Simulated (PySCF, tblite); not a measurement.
# C₃H₁₀O₃SeSi₂: geometry, infrared bands and NMR shifts

What infrared bands and NMR shifts should C₃H₁₀O₃SeSi₂ (`CO[SiH2][Se]CC(=O)O[SiH3]`) show?

Programs: tblite 0.8.0 and PySCF 2.14.0, with density-fitted response routines of our own. Each step states its level of theory. These are calculated values for one molecule in the gas phase, unless marked as measured. Atoms count from 0, in the outputs and in this text.

### 1 The molecule as given

19 atoms, charge 0, multiplicity 1; geometry from: force field or distance geometry start.

Bonds of the start (Å): C0–O1 1.39, O1–Si2 1.72, Si2–Se3 2.29, Se3–C4 1.95, C4–C5 1.49, C5–O6 1.27, C5–O7 1.39, O7–Si8 1.72, C0–H9 1.09, C0–H10 1.11, C0–H11 1.13, Si2–H12 1.47, Si2–H13 1.47, C4–H14 1.10, C4–H15 1.13, Si8–H16 1.48, Si8–H17 1.47, Si8–H18 1.47.

### 2 Geometry optimisation with GFN2-xTB

What the job is given:

```
{"job": {"kind": "relax", "xc": "GFN2-xTB", "basis": "xTB"}, "charge": 0, "multiplicity": 1}
C     -4.157800     0.823400    -0.330800
O     -2.962300     0.432400     0.270900
Si    -2.306700    -0.984500    -0.443800
Se    -0.133200    -1.106800     0.258100
C      0.641200     0.666000     0.011200
C      2.128500     0.614800     0.036600
O      2.809000     1.681200    -0.117400
O      2.757900    -0.603800     0.245300
Si     4.467500    -0.820700     0.306000
H     -3.962700     1.723100    -0.908500
H     -4.500600    -0.050100    -0.925600
H     -4.859700     1.051000     0.528800
H     -2.254200    -0.836500    -1.908000
H     -3.037200    -2.196600    -0.039700
H      0.233200     1.113300    -0.907600
H      0.337300     1.325700     0.880900
H      4.730700    -1.792100     1.394500
H      4.869100    -1.446400    -0.963400
H      5.190200     0.415900     0.620400
```

Command:

```bash
OMP_NUM_THREADS=1 python probes_run.py task.json out
```

The driver reads the jobs from task.json and runs them one after another.

The program printed:

```text
step      E/eV     max force
  0    -828.81905    4.661
  1    -829.15495    4.759
  2    -829.32800    0.845
  3    -829.37968    0.696
  4    -829.46577    0.412
  5    -829.48867    0.414
  6    -829.53415    0.321
  7    -829.55425    0.371
  8    -829.57669    0.369
  9    -829.58998    0.236
 10    -829.60022    0.256
 11    -829.60829    0.242
 12    -829.61714    0.297
 13    -829.62489    0.266
 14    -829.63092    0.190
 15    -829.63593    0.176
 16    -829.64069    0.193
 17    -829.64512    0.164
 18    -829.64923    0.158
 19    -829.65343    0.157
 20    -829.65841    0.192
 21    -829.66417    0.182
 22    -829.66955    0.159
 23    -829.67374    0.150
 24    -829.67730    0.131
 25    -829.68091    0.176
 26    -829.68507    0.202
 27    -829.68976    0.169
 28    -829.69430    0.147
 29    -829.69824    0.133
 30    -829.70149    0.124
 31    -829.70413    0.105
 32    -829.70601    0.091
 33    -829.70714    0.068
 34    -829.70797    0.063
 35    -829.70892    0.091
 36    -829.70995    0.093
 37    -829.71071    0.059
 38    -829.71114    0.050
 39    -829.71149    0.043
 40    -829.71194    0.060
 41    -829.71253    0.062
 42    -829.71312    0.047
 43    -829.71358    0.057
 44    -829.71396    0.048
 45    -829.71434    0.045
 46    -829.71477    0.046
 47    -829.71523    0.068
 48    -829.71572    0.075
 49    -829.71623    0.063
 50    -829.71677    0.059
 51    -829.71739    0.067
 52    -829.71812    0.065
 53    -829.71900    0.076
 54    -829.71998    0.074
 55    -829.72092    0.059
 56    -829.72169    0.060
 57    -829.72239    0.056
 58    -829.72311    0.053
 59    -829.72388    0.067
 60    -829.72456    0.071
 61    -829.72513    0.134
 62    -829.72575    0.059
 63    -829.72657    0.058
 64    -829.72705    0.062
 65    -829.72770    0.075
 66    -829.72841    0.080
 67    -829.72947    0.081
 68    -829.73098    0.124
 69    -829.73278    0.132
 70    -829.73424    0.088
 71    -829.73520    0.069
 72    -829.73589    0.063
 73    -829.73620    0.181
 74    -829.73713    0.100
 75    -829.73789    0.082
 76    -829.73878    0.058
 77    -829.73933    0.063
 78    -829.73987    0.050
 79    -829.74024    0.034
 80    -829.74049    0.033
 81    -829.74071    0.039
 82    -829.74098    0.045
 83    -829.74136    0.047
 84    -829.74184    0.054
 85    -829.74234    0.065
 86    -829.74282    0.086
 87    -829.74328    0.115
 88    -829.74380    0.111
 89    -829.74437    0.071
 90    -829.74489    0.058
 91    -829.74525    0.067
 92    -829.74556    0.092
 93    -829.74589    0.082
 94    -829.74626    0.052
 95    -829.74663    0.043
 96    -829.74690    0.030
 97    -829.74707    0.027
 98    -829.74722    0.030
 99    -829.74739    0.030
100    -829.74755    0.027
101    -829.74764    0.022
102    -829.74770    0.019
103    -829.74777    0.026
104    -829.74787    0.035
105    -829.74801    0.035
106    -829.74817    0.031
107    -829.74832    0.034
108    -829.74851    0.032
109    -829.74875    0.038
110    -829.74903    0.044
111    -829.74928    0.033
112    -829.74945    0.026
113    -829.74957    0.025
114    -829.74970    0.026
115    -829.74987    0.028
116    -829.75009    0.038
117    -829.75032    0.041
118    -829.75052    0.033
119    -829.75069    0.034
120    -829.75087    0.030
121    -829.75116    0.049
122    -829.75163    0.063
123    -829.75227    0.063
124    -829.75304    0.072
125    -829.75403    0.067
126    -829.75475    0.118
127    -829.75648    0.116
128    -829.75789    0.110
129    -829.76029    0.148
130    -829.76055    0.114
131    -829.76228    0.072
132    -829.76352    0.117
133    -829.76454    0.118
134    -829.76552    0.164
135    -829.76648    0.073
136    -829.76727    0.066
137    -829.76851    0.097
138    -829.76890    0.071
139    -829.76933    0.064
140    -829.76936    0.132
141    -829.77032    0.073
142    -829.77089    0.034
143    -829.77158    0.048
144    -829.77206    0.090
145    -829.77240    0.040
146    -829.77275    0.026
147    -829.77306    0.026
148    -829.77329    0.032
149    -829.77360    0.033
150    -829.77385    0.036
151    -829.77403    0.041
152    -829.77425    0.032
153    -829.77457    0.030
154    -829.77484    0.035
155    -829.77515    0.036
156    -829.77540    0.030
157    -829.77569    0.032
158    -829.77597    0.030
159    -829.77624    0.054
160    -829.77625    0.074
161    -829.77660    0.033
162    -829.77673    0.030
163    -829.77690    0.056
164    -829.77697    0.026
165    -829.77705    0.025
166    -829.77723    0.020
167    -829.77730    0.022
168    -829.77746    0.026
169    -829.77758    0.029
170    -829.77771    0.022
171    -829.77786    0.026
172    -829.77801    0.025
173    -829.77814    0.028
174    -829.77829    0.033
175    -829.77852    0.035
176    -829.77887    0.039
177    -829.77930    0.045
178    -829.77961    0.050
179    -829.77990    0.054
180    -829.78009    0.038
181    -829.78031    0.033
182    -829.78040    0.038
183    -829.78058    0.040
184    -829.78073    0.040
185    -829.78091    0.034
186    -829.78102    0.025
187    -829.78109    0.014
188    -829.78115    0.014
189    -829.78122    0.018
190    -829.78132    0.027
191    -829.78144    0.030
192    -829.78156    0.024
193    -829.78167    0.020
194    -829.78175    0.017
195    -829.78182    0.018
196    -829.78189    0.018
197    -829.78197    0.017
198    -829.78207    0.020
199    -829.78219    0.024
200    -829.78231    0.026
201    -829.78245    0.033
202    -829.78262    0.033
203    -829.78281    0.037
204    -829.78298    0.032
205    -829.78311    0.037
206    -829.78323    0.020
207    -829.78333    0.020
208    -829.78338    0.013
209    -829.78341    0.011
210    -829.78344    0.012
211    -829.78346    0.018
212    -829.78349    0.020
213    -829.78352    0.019
214    -829.78356    0.015
215    -829.78359    0.017
216    -829.78361    0.013
217    -829.78363    0.012
218    -829.78365    0.012
219    -829.78367    0.008
```

It took 7.1 s on 1 thread of Intel Xeon at 2.50GHz, shared host; peak memory 0.18 GiB.

Relaxation path: (not every step is listed)

```csv
step,energy from step 0 (eV),largest force (eV/Å)
0,0.0000,4.6615
1,-0.3359,4.7588
2,-0.5090,0.8447
3,-0.5606,0.6957
4,-0.6467,0.4116
5,-0.6696,0.4137
6,-0.7151,0.3213
7,-0.7352,0.3711
8,-0.7576,0.3694
28,-0.8753,0.1467
48,-0.8967,0.0755
68,-0.9119,0.1243
88,-0.9248,0.1111
108,-0.9295,0.0322
128,-0.9388,0.1095
148,-0.9542,0.0324
168,-0.9584,0.0264
188,-0.9621,0.0141
208,-0.9643,0.0127
214,-0.9645,0.0150
215,-0.9645,0.0169
216,-0.9646,0.0126
217,-0.9646,0.0122
218,-0.9646,0.0124
219,-0.9646,0.0083
```

Close pairs (by a distance rule), those that changed most:

```csv
bond,before (Å),after (Å),change (Å)
O1–Si2,1.717,1.618,-0.099
C5–O6,1.274,1.204,-0.071
C5–O7,1.387,1.317,-0.070
O7–Si8,1.724,1.671,-0.053
C0–H11,1.133,1.090,-0.043
C4–H15,1.133,1.092,-0.041
Si8–H16,1.482,1.454,-0.028
Si2–Se3,2.287,2.267,-0.020
```

The next job starts from the end point, and lists it.

### 3 Harmonic vibrations with GFN2-xTB

What the job is given:

```
{"job": {"kind": "ir", "xc": "GFN2-xTB", "basis": "xTB"}, "charge": 0, "multiplicity": 1}
C     -3.672639     0.958648     0.119683
O     -2.467445     0.266189    -0.018555
Si    -2.219363    -1.143396    -0.773624
Se     0.001048    -1.487514    -0.472743
C      0.560719     0.394098    -0.551465
C      2.029779     0.516477    -0.265059
O      2.682918     1.490410    -0.536216
O      2.540602    -0.541542     0.330322
Si     4.156083    -0.566841     0.756602
H     -4.103125     1.183462    -0.857980
H     -4.391039     0.368397     0.691221
H     -3.466660     1.889986     0.647447
H     -2.577965    -1.032551    -2.189742
H     -2.942858    -2.248140    -0.153207
H      0.331222     0.820441    -1.529104
H      0.001933     0.940862     0.211142
H      4.184018    -1.890938     1.357836
H      4.952504    -0.431712    -0.456601
H      4.390468     0.522915     1.697746
```

The program printed:

```text
mode    cm-1     km/mol
  1      11.1      2.85
  2      25.2      0.46
  3      30.1      5.59
  4      58.2      1.90
  5      81.9      0.22
  6      89.9      0.92
  7     109.5      3.74
  8     115.1      5.25
  9     134.5      3.84
 10     139.6      0.27
 11     151.4      2.15
 12     233.6      5.97
 13     328.8     23.42
 14     405.0     17.16
 15     494.5     56.65
 16     515.0      3.68
 17     564.4     11.68
 18     592.1     25.52
 19     599.4     85.75
 20     620.0     80.34
 21     686.6     25.24
 22     726.8    590.89
 23     742.1    196.98
 24     770.6    150.94
 25     778.1     75.90
 26     782.4    607.10
 27     795.0    106.73
 28     799.5     55.16
 29     815.9     34.73
 30     962.1     39.89
 31    1058.9      6.39
 32    1131.7     53.07
 33    1132.8     64.27
 34    1153.5    129.35
 35    1166.3     26.30
 36    1228.8    431.36
 37    1385.3     11.48
 38    1418.2      0.12
 39    1478.3      6.42
 40    1485.1      2.68
 41    1751.4    403.06
 42    2225.9    285.19
 43    2285.2    193.45
 44    2301.1    279.76
 45    2315.8    163.45
 46    2348.7    198.46
 47    2950.6      1.45
 48    2965.8     24.91
 49    2967.5      9.42
 50    2977.0     39.34
 51    3000.1     18.41
```

It took 3.4 s on 1 thread of Intel Xeon at 2.50GHz, shared host; peak memory 0.18 GiB.

Which atoms move in the most intense modes:

```csv
cm⁻¹,km/mol,atoms
727,590.9,"H12 45 %, H13 38 %, Si2 13 %"
742,197.0,"H16 58 %, H17 21 %, H18 16 %"
782,607.1,"O7 27 %, H16 21 %, Si8 19 %"
1229,431.4,"C5 65 %, O7 26 %"
1751,403.1,"C5 62 %, O6 37 %"
2226,285.2,H12 91 %
2301,279.8,H18 86 %
2349,198.5,H16 97 %
```

### 4 NMR shieldings: PBE0/pcSseg-1

Settings changed since step 3:

```diff
@@ -1,2 +1,2 @@
-{"job": {"kind": "ir", "xc": "GFN2-xTB", "basis": "xTB"}, "charge": 0, "multiplicity": 1}
+{"job": {"kind": "nmr", "xc": "PBE0", "basis": "pcSseg-1"}, "charge": 0, "multiplicity": 1}
 C     -3.672639     0.958648     0.119683
```

Level: GIAO PBE0/pcSseg-1 NMR shielding, non-relativistic, gas phase.

The program printed:

```text
coarse grid: 75960 points
cycle   1  E = -3325.1733561686  dE =  2.911e-01  |g| = 1.284e+00  |ddm| = 4.101e+00
cycle   2  E = -3324.7349893910  dE =  4.384e-01  |g| = 1.933e+00  |ddm| = 2.211e+00
cycle   3  E = -3325.3811332224  dE = -6.461e-01  |g| = 3.649e-01  |ddm| = 1.679e+00
cycle   4  E = -3325.3992504316  dE = -1.812e-02  |g| = 1.863e-01  |ddm| = 3.483e-01
cycle   5  E = -3325.4052489538  dE = -5.999e-03  |g| = 3.188e-02  |ddm| = 1.323e-01
cycle   6  E = -3325.4053802237  dE = -1.313e-04  |g| = 9.202e-03  |ddm| = 2.505e-02
cycle   7  E = -3325.4053951641  dE = -1.494e-05  |g| = 2.693e-03  |ddm| = 8.712e-03
cycle   8  E = -3325.4053964120  dE = -1.248e-06  |g| = 5.283e-04  |ddm| = 2.191e-03
final grid: 157896 points
cycle   9  E = -3325.4054344977  dE =  2.305e-08  |g| = 8.429e-04  |ddm| = 2.345e-03
cycle  10  E = -3325.4054342004  dE =  2.972e-07  |g| = 1.507e-03  |ddm| = 1.598e-03
cycle  11  E = -3325.4054346323  dE = -4.319e-07  |g| = 1.701e-04  |ddm| = 1.050e-03
cycle  12  E = -3325.4054346374  dE = -5.124e-09  |g| = 2.733e-05  |ddm| = 1.266e-04
cycle  13  E = -3325.4054346376  dE = -1.510e-10  |g| = 4.994e-06  |ddm| = 2.642e-05
converged SCF energy = -3325.4054346376

GIAO shielding tensors (ppm)
atom      isotropic    diamagn.    paramagn.     s11        s22        s33       span
  0 C      132.323     236.860    -104.537    104.356    106.115    186.498     82.142
  1 O      336.569     405.500     -68.930    293.647    348.713    367.348     73.701
  2 Si     358.729     881.894    -523.165    305.524    345.473    425.191    119.667
  3 Se    1974.565    3003.852   -1029.287   1640.124   1810.574   2472.996    832.871
  4 C      155.403     251.868     -96.465    126.950    158.036    181.222     54.272
  5 C       10.378     250.474    -240.096    -88.202     44.395     74.941    163.143
  6 O     -112.170     399.666    -511.836   -367.106   -250.888    281.484    648.590
  7 O      136.096     401.003    -264.907     -7.338    194.953    220.674    228.012
  8 Si     387.678     879.766    -492.088    358.375    362.053    442.606     84.231
  9 H       27.978      26.136       1.842     23.697     25.307     34.931     11.234
 10 H       27.915      25.697       2.218     23.492     25.253     35.001     11.509
 11 H       27.644      27.931      -0.287     22.975     25.547     34.411     11.436
 12 H       26.040      29.710      -3.670     21.673     24.632     31.815     10.142
 13 H       26.293      29.550      -3.257     22.502     24.113     32.262      9.761
 14 H       28.387      32.330      -3.943     21.922     27.782     35.456     13.534
 15 H       27.849      33.268      -5.418     20.809     29.039     33.700     12.891
 16 H       27.166      29.283      -2.117     23.281     26.485     31.732      8.450
 17 H       26.792      27.873      -1.081     23.315     25.116     31.944      8.629
 18 H       26.802      28.463      -1.661     23.269     25.131     32.005      8.736
```

Wall time 2.5 min (1 thread of Intel Xeon at 2.50GHz, shared host); peak memory 1.2 GiB.

Shifts follow as δ = σ(reference) − σ, with reference shieldings (ppm) from runs at the same level and on the same kind of geometry: ¹H TMS 31.72, ¹³C TMS 186.9, ²⁹Si TMS 349.2, ¹⁷O H2O 336.1, ⁷⁷Se Me2Se 1758. The references are single molecules in the gas phase, so shifts against H2O, NH3, PH3, H3PO4 or CFCl3 are not on the usual liquid scales and can be off by tens of ppm. Atoms listed in one row are averaged.

```csv
atoms,environment,σ (ppm),δ (ppm)
C5,carbonyl carbon,10.4,176.5
C0,methyl carbon bonded to O,132.3,54.6
C4,"sp3 CH2 bonded to Se, α to a carbonyl",155.4,31.5
"H12, H13","hydrogen on a silicon bonded to O, Se",26.17,5.55
"H16, H17, H18",hydrogen on a silicon bonded to O,26.92,4.80
"H9, H10, H11",hydrogen on a methyl carbon bonded to O,27.85,3.87
"H14, H15","hydrogen on an sp3 CH2 bonded to Se, α to a carbonyl",28.12,3.60
O6,carbonyl oxygen,-112.2,448.2
O7,"oxygen bonded to C, Si",136.1,200.0
O1,"oxygen bonded to C, Si",336.6,-0.5
Si2,"silicon bonded to O, Se, 2 H",358.7,-9.6
Si8,"silicon bonded to O, 3 H",387.7,-38.5
Se3,"selenium bonded to C, Si",1975,-216
```

The run also stored atomic charges by several schemes (e):

```csv
atoms,Mulliken,IAO,Hirshfeld,ESP fit
C0,0.00,-0.20,-0.03,-0.19
O1,-0.64,-0.65,-0.22,-0.30
Si2,0.83,0.88,0.35,0.53
Se3,-0.34,-0.09,-0.06,-0.19
C4,-0.29,-0.42,-0.09,-1.02
C5,0.52,0.54,0.22,1.07
O6,-0.41,-0.46,-0.25,-0.60
O7,-0.58,-0.57,-0.18,-0.39
Si8,0.69,0.85,0.39,0.56
```

Mayer bond orders: C0–O1 0.89, O1–Si2 0.96, Si2–Se3 0.97, Se3–C4 1.01, C4–C5 0.97, C5–O6 1.94, C5–O7 1.10, O7–Si8 0.81.

### 5 Outcome

| quantity | value |
| --- | --- |
| strongest single infrared mode (GFN2-xTB) | 782 cm⁻¹, 607 km/mol |
| zero-point energy (GFN2-xTB) | 77.0 kcal/mol |
| ¹³C shifts against TMS (PBE0/pcSseg-1) | 176.5, 54.6, 31.5 ppm |
| ¹H shifts against TMS (PBE0/pcSseg-1, means over atoms taken as alike) | 5.55, 4.80, 3.87, 3.60 ppm |
| ¹⁷O shifts against H2O (PBE0/pcSseg-1) | 448.2, 200.0, -0.5 ppm |
| ²⁹Si shifts against TMS (PBE0/pcSseg-1) | -9.6, -38.5 ppm |
| ⁷⁷Se shifts against Me2Se (PBE0/pcSseg-1) | -216 ppm |

**Reading.** Relaxing lowered the energy by 0.965 eV in 219 steps; the close pair that moved most is O1–Si2, from 1.717 to 1.618 Å. All 51 modes are real, so the xTB geometry is a minimum. The strongest single mode, at 782 cm⁻¹, has its largest shares on O7, H16 and Si8 (the list is cut at 3 atoms). GFN2-xTB is a fitted tight-binding method: band positions and strengths are rough. Its intensities can rank the bands wrongly. At PBE0/pcSseg-1: Shielding is most anisotropic at Se3 (span 833 ppm, paramagnetic term -1029 ppm). Spin-orbit coupling is left out, which matters for shieldings and couplings at and beside the heavy atoms.
